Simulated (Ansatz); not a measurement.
# Iridium, diamond under PBEsol: from relaxation to bulk modulus

Aim: take iridium in the diamond structure, relax it, solve it on a dense k-mesh, then scale the cell to 7 volumes from 88 to 112 % of the relaxed one and try a fit of the equation of state. Spin polarisation is left out. The k-meshes are 10×10×10 for the relaxation; 16×16×16 for the dense run; 11×11×11 for the volumes.

This is Ir in the diamond structure; at room conditions it is fcc.

Method: DFT PBEsol, plane waves (420 eV) with PAW, scalar-relativistic; PAW files made under PBE, frozen cores solved again for the functional, in Ansatz 0.2.0.

## (1) Starting point

Symmetry: Fd-3m, No. 227, cubic system. Conventional cell: a = 5.346 Å, b = 5.346 Å, c = 5.346 Å, α = 90.00°, β = 90.00°, γ = 90.00°. Ir (site symmetry -43m) is surrounded by 4 Ir at 2.32 Å.

Coordinates:

```cif
data_structure
_symmetry_space_group_name_H-M 'Fd-3m:1'
_symmetry_Int_Tables_number 227
_cell_length_a 5.3463
_cell_length_b 5.3463
_cell_length_c 5.3463
_cell_angle_alpha 90.000
_cell_angle_beta 90.000
_cell_angle_gamma 90.000
_cell_volume 152.81
loop_
_atom_site_label
_atom_site_type_symbol
_atom_site_symmetry_multiplicity
_atom_site_Wyckoff_symbol
_atom_site_fract_x
_atom_site_fract_y
_atom_site_fract_z
_atom_site_occupancy
Ir1 Ir 8 b 0.75000 0.75000 0.75000 1
```

## (2) Relaxation of the cell

input.yaml reads:

```yaml
crystal:
  lattice:
    - [0.0, 2.6731374252, 2.6731374252]
    - [2.6731374252, 0.0, 2.6731374252]
    - [2.6731374252, 2.6731374252, 0.0]
  atoms:
    - { symbol: Ir, position: [0.125, 0.125, 0.125] }
    - { symbol: Ir, position: [0.875, 0.875, 0.875] }
hamiltonian:
  xc: pbesol
  pseudopotentials:
    kind: paw
    azcp:
      Ir: "pseudopotentials/Ir.paw.azcp"
basis:
  ecutwfc: 420
  fft_grid_basis: typed
kpoints:
  mp_grid: { grid: [10, 10, 10], shift: [0, 0, 0] }
magnetization:
  spin_polarized: false
scf:
  occupations: { method: fermi_dirac, width: 0.1 }
relax:
  max_steps: 60
  f_tol: 0.01
  cell: {}
```

The runs that follow: Single point on a dense mesh; At 88 % of the relaxed volume; At 92 % of the relaxed volume; At 96 % of the relaxed volume; At 100 % of the relaxed volume; At 104 % of the relaxed volume; At 108 % of the relaxed volume; At 112 % of the relaxed volume.

Q: Predict the outcome of this session. Wanted: space group; conventional cell; volume; shortest distance; gap on the mesh; relative to fcc; V₀, B₀, B₀′.

**Answer**, as computed:

```
                      quantity                         value
space group (spins left aside)               Fd-3m (No. 227)
             conventional cell                   a = 5.508 Å
                        volume                20.892 Å³/atom
             shortest distance                       2.385 Å
               gap on the mesh  none (levels filled in part)
               relative to fcc                +1211 meV/atom
                   V₀, B₀, B₀′  20.853 Å³/atom, 207 GPa, 4.9
```

In words: The relaxation enlarged the cell by 9.4 % in volume. Against the reference form of iridium (fcc, computed apart with the same settings) it stands 1211 meV/atom higher, so it is far from stable. No gap shows: it is a metal or semimetal at this level. B₀ comes out at 207 GPa. Relaxation kept the symmetry; phonons were not checked.
